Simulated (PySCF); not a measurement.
**C2H5B2F2N: electronic excitations at several levels of theory**

Aim: compute the electronic excitations of C2H5B2F2N (`[BH3-][N+]#CCB(F)F`) at several levels, and see how far they spread and what each costs.

Computed with PySCF 2.14.0, with density-fitted response routines of our own, on a single molecule in the gas phase. Atoms are numbered from 0 throughout.

### Step 1. The starting structure

12 atoms, charge 0, multiplicity 1; geometry from: GFN2-xTB. The atoms were then displaced at random by about 0.01 Å, so the start is not that level's minimum.

Bonds of the start (Å): B0–N1 1.48, N1–C2 1.16, C2–C3 1.39, C3–B4 1.62, B4–F5 1.31, B4–F6 1.32, B0–H7 1.17, B0–H8 1.22, B0–H9 1.17, C3–H10 1.09, C3–H11 1.11.

### Step 2. Geometry optimisation at PBE0-D3(BJ)/def2-SVP

Job settings and geometry (Å):

```
{"job": {"xc": "PBE0", "basis": "def2-SVP", "d3": "d3bj", "grid": 1, "shake": 0.01, "kind": "geom"}, "charge": 0, "multiplicity": 1}
B      2.515280     0.628280     0.177550
N      1.141710     0.087860     0.224600
C      0.069840    -0.362790     0.251690
C     -1.201360    -0.918430     0.270810
B     -2.382740     0.126060    -0.088690
F     -3.480870    -0.232830    -0.697050
F     -2.314210     1.396380     0.245170
H      3.055310     0.304970     1.167130
H      2.346740     1.840050     0.132940
H      2.987240     0.194730    -0.800590
H     -1.277930    -1.768800    -0.410840
H     -1.419310    -1.323750     1.282960
```

Command:

```console
> OMP_NUM_THREADS=1 python probes_run.py task.json out
```

One launch serves the whole session: the jobs run in the order shown.

Log:

```text
step   0  E = -382.74913279  max force = 0.066794
step   1  E = -382.75605380  max force = 0.015630
step   2  E = -382.75664505  max force = 0.004942
step   3  E = -382.75698211  max force = 0.005518
step   4  E = -382.75717675  max force = 0.004321
step   5  E = -382.75726387  max force = 0.002853
step   6  E = -382.75733032  max force = 0.002166
step   7  E = -382.75737612  max force = 0.001285
step   8  E = -382.75740798  max force = 0.001499
step   9  E = -382.75742229  max force = 0.002744
step  10  E = -382.75746319  max force = 0.002114
step  11  E = -382.75752897  max force = 0.000707
step  12  E = -382.75754362  max force = 0.001030
step  13  E = -382.75755514  max force = 0.001012
step  14  E = -382.75757553  max force = 0.000615
step  15  E = -382.75758583  max force = 0.000347
optimisation converged
```

Run time: 84 s. Hardware: 1 thread of Arm Neoverse V1, shared host; peak memory 0.5 GiB.

Relaxation path:

| step | energy from step 0 (eV) | largest force component (eV/Å) |
| --- | --- | --- |
| 0 | 0.0000 | 3.4347 |
| 1 | -0.1883 | 0.8037 |
| 2 | -0.2044 | 0.2541 |
| 3 | -0.2136 | 0.2837 |
| 4 | -0.2189 | 0.2222 |
| 5 | -0.2213 | 0.1467 |
| 6 | -0.2231 | 0.1114 |
| 7 | -0.2243 | 0.0661 |
| 8 | -0.2252 | 0.0771 |
| 9 | -0.2256 | 0.1411 |
| 10 | -0.2267 | 0.1087 |
| 11 | -0.2285 | 0.0364 |
| 12 | -0.2289 | 0.0530 |
| 13 | -0.2292 | 0.0520 |
| 14 | -0.2297 | 0.0316 |
| 15 | -0.2300 | 0.0178 |

Distances of close pairs at the start and the end, largest changes first:

| bond | before (Å) | after (Å) | change (Å) |
| --- | --- | --- | --- |
| C2–C3 | 1.387 | 1.444 | +0.057 |
| B0–H9 | 1.169 | 1.224 | +0.055 |
| B0–N1 | 1.477 | 1.531 | +0.054 |
| B0–H7 | 1.173 | 1.224 | +0.051 |
| C3–B4 | 1.617 | 1.583 | -0.035 |
| N1–C2 | 1.163 | 1.151 | -0.012 |
| C3–H10 | 1.093 | 1.103 | +0.010 |
| B4–F6 | 1.315 | 1.308 | -0.008 |

The next job starts from the end point, and lists it.

| at the end point | value |
| --- | --- |
| point group (found at 0.08 Å tolerance) | C1 |
| rotational constants (GHz, main isotopes) | 7.430, 1.114, 0.990 |
| dipole moment (D) | 6.83 |

### Step 3. Ultraviolet spectrum: PBE0/def2-SVP

Job settings and geometry (Å):

```
{"job": {"kind": "uv", "xc": "PBE0", "basis": "def2-SVP"}, "charge": 0, "multiplicity": 1}
B      2.558403     0.650626     0.154240
N      1.135776     0.085774     0.185745
C      0.072045    -0.352906     0.205502
C     -1.260724    -0.908616     0.204418
B     -2.425962     0.149816     0.042205
F     -3.631164    -0.275415    -0.254620
F     -2.234557     1.431039     0.219888
H      3.110626     0.214129     1.155327
H      2.441838     1.867873     0.162929
H      3.054474     0.226203    -0.881408
H     -1.346748    -1.668082    -0.590831
H     -1.432573    -1.448355     1.154167
```

With the program's defaults for keys left out, this is: TDDFT PBE0/def2-SVP, vertical, gas phase, core orbitals frozen in the response.

Log:

```text
coarse grid: 10680 points
cycle   1  E = -382.5780940671  dE =  8.046e-01  |g| = 7.322e-01  |ddm| = 3.724e+00
cycle   2  E = -382.3475661094  dE =  2.305e-01  |g| = 1.301e+00  |ddm| = 1.712e+00
cycle   3  E = -382.6906095393  dE = -3.430e-01  |g| = 2.402e-01  |ddm| = 1.107e+00
cycle   4  E = -382.7016399963  dE = -1.103e-02  |g| = 7.498e-02  |ddm| = 1.968e-01
cycle   5  E = -382.7027624050  dE = -1.122e-03  |g| = 1.510e-02  |ddm| = 6.096e-02
cycle   6  E = -382.7028237139  dE = -6.131e-05  |g| = 2.145e-03  |ddm| = 1.580e-02
cycle   7  E = -382.7028247310  dE = -1.017e-06  |g| = 6.360e-04  |ddm| = 2.412e-03
final grid: 105896 points
cycle   8  E = -382.7507686893  dE = -4.609e-05  |g| = 4.827e-03  |ddm| = 2.141e-02
cycle   9  E = -382.7507695238  dE = -8.345e-07  |g| = 4.619e-03  |ddm| = 9.081e-03
cycle  10  E = -382.7507752001  dE = -5.676e-06  |g| = 4.018e-04  |ddm| = 4.314e-03
cycle  11  E = -382.7507752295  dE = -2.936e-08  |g| = 1.598e-04  |ddm| = 4.567e-04
cycle  12  E = -382.7507752329  dE = -3.436e-09  |g| = 6.239e-05  |ddm| = 1.413e-04
cycle  13  E = -382.7507752336  dE = -6.921e-10  |g| = 3.311e-05  |ddm| = 6.321e-05
cycle  14  E = -382.7507752339  dE = -2.376e-10  |g| = 4.112e-06  |ddm| = 2.445e-05
converged SCF energy = -382.7507752339

Static polarisability (au): isotropic 57.376, principal 40.137 44.212 87.779

Singlet excitations
state   eV       nm        f      main configurations
  1   5.5718    222.5   0.00049   H->L+1 0.45, H->L 0.27, H-1->L+2 0.12
  2   5.7659    215.0   0.00584   H-1->L 0.33, H->L+1 0.29, H-1->L+1 0.14
  3   5.7924    214.0   0.00453   H-1->L+1 0.37, H-1->L+2 0.24, H->L 0.20
  4   6.0952    203.4   0.02133   H->L 0.46, H->L+2 0.20, H->L+1 0.17
  5   6.1649    201.1   0.00606   H-1->L 0.41, H-1->L+2 0.41, H->L+2 0.10
  6   6.8858    180.1   0.61795   H->L+2 0.44, H-1->L+1 0.33
  7   7.3387    168.9   0.00230   H-1->L+3 0.94
  8   7.3598    168.5   0.07095   H->L+3 0.92
  9   8.5639    144.8   0.00214   H-3->L+1 0.50, H-3->L 0.23, H-4->L+2 0.10
 10   8.7535    141.6   0.01118   H-2->L 0.54, H-2->L+1 0.30, H-2->L+2 0.12

Triplet excitations (Tamm-Dancoff, eV): 4.9918 5.2636 5.2903 5.6054
```

Wall time 14 s (1 thread of Arm Neoverse V1, shared host); peak memory 0.62 GiB.

The orbitals next to the gap, with their largest atomic shares:

| orbital | eV | atoms |
| --- | --- | --- |
| HOMO−3 | -11.23 | N1 34 %, C3 20 %, B4 12 % |
| HOMO−2 | -10.61 | B0 40 %, H7 16 %, H9 15 % |
| HOMO−1 | -7.64 | B0 42 %, H9 26 %, H7 17 % |
| HOMO | -7.63 | B0 42 %, H8 28 %, H7 13 % |
| LUMO | -0.88 | B4 52 %, H11 12 %, F6 7 % |
| LUMO+1 | -0.51 | C2 40 %, N1 31 %, B4 8 % |
| LUMO+2 | -0.36 | C2 36 %, N1 27 %, B4 17 % |

With each of the 10 states as a Gaussian band of 0.4 eV half-width at 1/e, the curve within the window shown has maxima at 180 nm (ε 26,000), 142 nm (ε 520) L/(mol cm). Beyond the last state computed it falls off for lack of states. The curve at chosen wavelengths:

```csv
nm,ε (L/mol/cm)
137,277
141,509
146,383
150,171
155,260
159,1016
164,3721
168,8313
173,17526
177,24203
182,24751
186,18903
191,10037
195,5250
200,2522
204,1768
209,1365
213,1109
218,788
222,556
227,327
231,200
236,99
240,53
245,22
249,11
```

Ground-state properties from the same run:

| property | computed |
| --- | --- |
| dipole moment (D) | 6.82 |
| polarisability (Å³) | 8.50 |
| HOMO–LUMO gap (eV) | 6.74 |
| −ε(HOMO) (eV) | 7.63 |

### Step 4. Ultraviolet spectrum: PBE0/def2-TZVP

Same as in step 3 but for these lines:

```diff
@@ -1,2 +1,2 @@
-{"job": {"kind": "uv", "xc": "PBE0", "basis": "def2-SVP"}, "charge": 0, "multiplicity": 1}
+{"job": {"kind": "uv", "xc": "PBE0", "basis": "def2-TZVP"}, "charge": 0, "multiplicity": 1}
 B      2.558403     0.650626     0.154240
```

Level: TDDFT PBE0/def2-TZVP, vertical, gas phase, core orbitals frozen in the response.

Log:

```text
coarse grid: 10680 points
cycle   1  E = -383.0717565818  dE =  8.483e-01  |g| = 7.601e-01  |ddm| = 2.867e+00
cycle   2  E = -382.8283594004  dE =  2.434e-01  |g| = 1.372e+00  |ddm| = 1.252e+00
cycle   3  E = -383.1841328549  dE = -3.558e-01  |g| = 2.491e-01  |ddm| = 7.884e-01
cycle   4  E = -383.1951014618  dE = -1.097e-02  |g| = 8.823e-02  |ddm| = 1.493e-01
cycle   5  E = -383.1965824922  dE = -1.481e-03  |g| = 1.860e-02  |ddm| = 5.113e-02
cycle   6  E = -383.1966665447  dE = -8.405e-05  |g| = 2.389e-03  |ddm| = 1.413e-02
cycle   7  E = -383.1966676838  dE = -1.139e-06  |g| = 7.837e-04  |ddm| = 2.266e-03
final grid: 105896 points
cycle   8  E = -383.1918024795  dE = -1.323e-04  |g| = 6.272e-03  |ddm| = 8.362e-02
cycle   9  E = -383.1918029845  dE = -5.051e-07  |g| = 6.080e-03  |ddm| = 8.558e-03
cycle  10  E = -383.1918102453  dE = -7.261e-06  |g| = 8.794e-04  |ddm| = 4.058e-03
cycle  11  E = -383.1918103071  dE = -6.182e-08  |g| = 6.039e-04  |ddm| = 6.522e-04
cycle  12  E = -383.1918103768  dE = -6.972e-08  |g| = 1.882e-04  |ddm| = 3.475e-04
cycle  13  E = -383.1918103841  dE = -7.283e-09  |g| = 3.754e-05  |ddm| = 1.075e-04
cycle  14  E = -383.1918103844  dE = -2.411e-10  |g| = 6.408e-06  |ddm| = 2.202e-05
converged SCF energy = -383.1918103844

Static polarisability (au): isotropic 64.268, principal 46.118 51.247 95.438

Singlet excitations
state   eV       nm        f      main configurations
  1   5.5631    222.9   0.00052   H->L+1 0.47, H->L 0.28, H-1->L+2 0.09
  2   5.7358    216.2   0.00503   H-1->L 0.36, H->L+1 0.29, H-1->L+1 0.13
  3   5.7669    215.0   0.00339   H-1->L+1 0.35, H->L 0.21, H-1->L+2 0.19
  4   6.0246    205.8   0.02105   H->L 0.45, H->L+1 0.17, H->L+2 0.16
  5   6.0994    203.3   0.00524   H-1->L 0.39, H-1->L+2 0.38, H->L+2 0.09
  6   6.5513    189.3   0.07691   H->L+3 0.46, H->L+2 0.40
  7   6.6180    187.3   0.00339   H-1->L+3 0.80, H-1->L+2 0.16
  8   6.8813    180.2   0.60295   H->L+3 0.42, H-1->L+1 0.29, H->L+2 0.14
  9   8.2799    149.7   0.01517   H->L+4 0.60, H->L+6 0.23, H->L+5 0.08
 10   8.2918    149.5   0.01501   H-1->L+4 0.65, H-1->L+6 0.18

Triplet excitations (Tamm-Dancoff, eV): 4.9952 5.2609 5.2907 5.6044
```

Run time: 45 s. Hardware: 1 thread of Arm Neoverse V1, shared host; peak memory 0.99 GiB.

In short: HOMO -7.71 eV, LUMO -1.02 eV; lowest singlet 5.56 eV.

### Step 5. Excited states and response: PBE0/aug-cc-pVDZ

Same as in step 4 but for these lines:

```diff
@@ -1,2 +1,2 @@
-{"job": {"kind": "uv", "xc": "PBE0", "basis": "def2-TZVP"}, "charge": 0, "multiplicity": 1}
+{"job": {"kind": "uv", "xc": "PBE0", "basis": "aug-cc-pVDZ"}, "charge": 0, "multiplicity": 1}
 B      2.558403     0.650626     0.154240
```

Method: TDDFT PBE0/aug-cc-pVDZ, vertical, gas phase, core orbitals frozen in the response.

Log:

```text
coarse grid: 10680 points
cycle   1  E = -382.9459724905  dE =  8.821e-01  |g| = 6.994e-01  |ddm| = 1.063e+01
cycle   2  E = -382.7163916725  dE =  2.296e-01  |g| = 1.278e+00  |ddm| = 3.605e+00
cycle   3  E = -383.0518512723  dE = -3.355e-01  |g| = 2.289e-01  |ddm| = 2.446e+00
cycle   4  E = -383.0616965058  dE = -9.845e-03  |g| = 7.712e-02  |ddm| = 4.886e-01
cycle   5  E = -383.0628638430  dE = -1.167e-03  |g| = 1.612e-02  |ddm| = 1.426e-01
cycle   6  E = -383.0629308021  dE = -6.696e-05  |g| = 2.230e-03  |ddm| = 5.493e-02
cycle   7  E = -383.0629318824  dE = -1.080e-06  |g| = 6.594e-04  |ddm| = 9.013e-03
final grid: 105896 points
cycle   8  E = -383.0722810404  dE = -5.345e-05  |g| = 5.153e-03  |ddm| = 2.797e-01
cycle   9  E = -383.0722820273  dE = -9.869e-07  |g| = 4.920e-03  |ddm| = 3.460e-02
cycle  10  E = -383.0722886042  dE = -6.577e-06  |g| = 5.581e-04  |ddm| = 1.446e-02
cycle  11  E = -383.0722886476  dE = -4.338e-08  |g| = 3.566e-04  |ddm| = 1.563e-03
cycle  12  E = -383.0722886717  dE = -2.408e-08  |g| = 1.256e-04  |ddm| = 7.486e-04
cycle  13  E = -383.0722886747  dE = -3.062e-09  |g| = 2.980e-05  |ddm| = 2.580e-04
cycle  14  E = -383.0722886749  dE = -1.553e-10  |g| = 6.187e-06  |ddm| = 6.185e-05
converged SCF energy = -383.0722886749

Static polarisability (au): isotropic 67.777, principal 49.479 54.658 99.193

Singlet excitations
state   eV       nm        f      main configurations
  1   5.5476    223.5   0.00053   H->L+2 0.48, H->L 0.25, H-1->L+3 0.10
  2   5.6989    217.6   0.00409   H-1->L 0.44, H->L+2 0.27, H-1->L+2 0.09
  3   5.7155    216.9   0.00361   H->L 0.35, H-1->L+2 0.23, H-1->L+3 0.14
  4   5.9300    209.1   0.01909   H->L 0.35, H->L+2 0.18, H->L+3 0.16
  5   6.0014    206.6   0.00626   H-1->L+3 0.31, H-1->L 0.29, H-1->L+1 0.16
  6   6.1090    203.0   0.00979   H->L+1 0.74, H->L+3 0.10
  7   6.1385    202.0   0.00539   H-1->L+1 0.63, H-1->L+3 0.29
  8   6.7545    183.6   0.62494   H->L+3 0.51, H-1->L+2 0.36
  9   7.2237    171.6   0.00696   H->L+4 0.62, H-1->L+4 0.21
 10   7.2356    171.4   0.00245   H-1->L+4 0.62, H->L+4 0.30

Triplet excitations (Tamm-Dancoff, eV): 4.9946 5.2590 5.2858 5.5781
```

Run time: 32 s. Hardware: 1 thread of Arm Neoverse V1, shared host; peak memory 0.88 GiB.

This run: HOMO -7.70 eV, LUMO -1.12 eV; lowest singlet 5.55 eV.

### Step 6. TDDFT and polarisability: PBE0/6-31+G*

Same as in step 5 but for these lines:

```diff
@@ -1,2 +1,2 @@
-{"job": {"kind": "uv", "xc": "PBE0", "basis": "aug-cc-pVDZ"}, "charge": 0, "multiplicity": 1}
+{"job": {"kind": "uv", "xc": "PBE0", "basis": "6-31+G*"}, "charge": 0, "multiplicity": 1}
 B      2.558403     0.650626     0.154240
```

Method: TDDFT PBE0/6-31+G*, vertical, gas phase, core orbitals frozen in the response.

Log:

```text
coarse grid: 10680 points
cycle   1  E = -382.9579536260  dE =  8.613e-01  |g| = 6.895e-01  |ddm| = 3.768e+00
cycle   2  E = -382.7407812698  dE =  2.172e-01  |g| = 1.249e+00  |ddm| = 2.722e+00
cycle   3  E = -383.0608726795  dE = -3.201e-01  |g| = 2.259e-01  |ddm| = 1.732e+00
cycle   4  E = -383.0705532889  dE = -9.681e-03  |g| = 7.482e-02  |ddm| = 2.220e-01
cycle   5  E = -383.0716561828  dE = -1.103e-03  |g| = 1.547e-02  |ddm| = 8.327e-02
cycle   6  E = -383.0717176526  dE = -6.147e-05  |g| = 2.237e-03  |ddm| = 2.097e-02
cycle   7  E = -383.0717187541  dE = -1.102e-06  |g| = 6.712e-04  |ddm| = 4.978e-03
final grid: 105896 points
cycle   8  E = -383.0447700370  dE = -3.842e-05  |g| = 5.164e-03  |ddm| = 8.672e-02
cycle   9  E = -383.0447706696  dE = -6.326e-07  |g| = 5.193e-03  |ddm| = 1.322e-02
cycle  10  E = -383.0447777047  dE = -7.035e-06  |g| = 6.285e-04  |ddm| = 7.215e-03
cycle  11  E = -383.0447777707  dE = -6.603e-08  |g| = 1.814e-04  |ddm| = 6.089e-04
cycle  12  E = -383.0447777743  dE = -3.618e-09  |g| = 9.631e-05  |ddm| = 2.323e-04
cycle  13  E = -383.0447777762  dE = -1.873e-09  |g| = 4.272e-05  |ddm| = 1.213e-04
cycle  14  E = -383.0447777766  dE = -3.778e-10  |g| = 4.493e-06  |ddm| = 3.460e-05
converged SCF energy = -383.0447777766

Static polarisability (au): isotropic 61.808, principal 43.682 48.774 92.969

Singlet excitations
state   eV       nm        f      main configurations
  1   5.5988    221.4   0.00040   H->L+2 0.45, H->L 0.21, H-1->L+3 0.13
  2   5.7635    215.1   0.00473   H-1->L 0.32, H->L+2 0.28, H-1->L+2 0.14
  3   5.7776    214.6   0.00399   H->L 0.29, H-1->L+2 0.23, H-1->L+3 0.18
  4   6.0386    205.3   0.02321   H->L 0.41, H->L+3 0.18, H->L+2 0.15
  5   6.1118    202.9   0.00544   H-1->L+3 0.37, H-1->L 0.34, H->L+1 0.10
  6   6.1841    200.5   0.00313   H->L+1 0.77
  7   6.2063    199.8   0.00416   H-1->L+1 0.80, H-1->L+3 0.13
  8   6.8180    181.8   0.63121   H->L+3 0.47, H-1->L+2 0.37
  9   7.4527    166.4   0.01516   H-1->L+4 0.64, H-1->L+6 0.21
 10   7.4619    166.2   0.02488   H->L+4 0.49, H->L+6 0.26, H->L+5 0.17

Triplet excitations (Tamm-Dancoff, eV): 5.0234 5.2970 5.3149 5.6203
```

It took 16 s on 1 thread of Arm Neoverse V1, shared host; peak memory 0.67 GiB.

This run: HOMO -7.72 eV, LUMO -1.03 eV; lowest singlet 5.60 eV.

### Step 7. Comparing the runs: electronic excitations

Excitations and ground-state properties, with basis size and wall time:

| run | lowest singlet (eV) | brightest (eV) | f | gap (eV) | α (Å³) | μ (D) | functions | time |
| --- | --- | --- | --- | --- | --- | --- | --- | --- |
| PBE0/def2-SVP | 5.57 | 6.89 | 0.618 | 6.74 | 8.50 | 6.82 | 123 | 14 s |
| PBE0/def2-TZVP | 5.56 | 6.88 | 0.603 | 6.69 | 9.52 | 6.80 | 247 | 45 s |
| PBE0/aug-cc-pVDZ | 5.55 | 6.75 | 0.625 | 6.59 | 10.04 | 6.74 | 206 | 32 s |
| PBE0/6-31+G* | 5.60 | 6.82 | 0.631 | 6.69 | 9.16 | 6.82 | 136 | 16 s |

### Step 8. What came out

| quantity | value |
| --- | --- |
| point group | C1 |
| rotational constants (main isotopes) | 7.43, 1.11, 0.99 GHz |
| lowest singlet (PBE0/def2-SVP) | 5.57 eV (223 nm), f = 0.000 |
| brightest single state of those computed | state 6, 6.89 eV, f = 0.618 |
| lowest triplet | 4.99 eV |
| range of the lowest singlet | 5.55 to 5.60 eV |

In words: Single values in the summary come from the first run of each kind that ended normally (PBE0/def2-SVP), which need not be the best level. The optimisation took 15 steps and gained 0.230 eV; among the close pairs (by a distance rule), C2–C3 changed most, from 1.387 to 1.444 Å. The first singlet state (HOMO→LUMO+1 0.45, HOMO→LUMO 0.27) lies at 5.57 eV and is dark; of the 10 states computed, the strongest absorption comes from state 6 at 6.89 eV. The lowest triplet lies 0.58 eV below the lowest singlet (triplets in Tamm-Dancoff, singlets in full TDDFT). The basis of PBE0/def2-SVP has no diffuse functions, so Rydberg states are missing and the high states are unreliable. The lowest singlet runs from 5.55 eV (PBE0/aug-cc-pVDZ) to 5.60 eV (PBE0/6-31+G*), while the orbital gap spans 6.59 to 6.74 eV. The lowest state need not be the same one in every run.
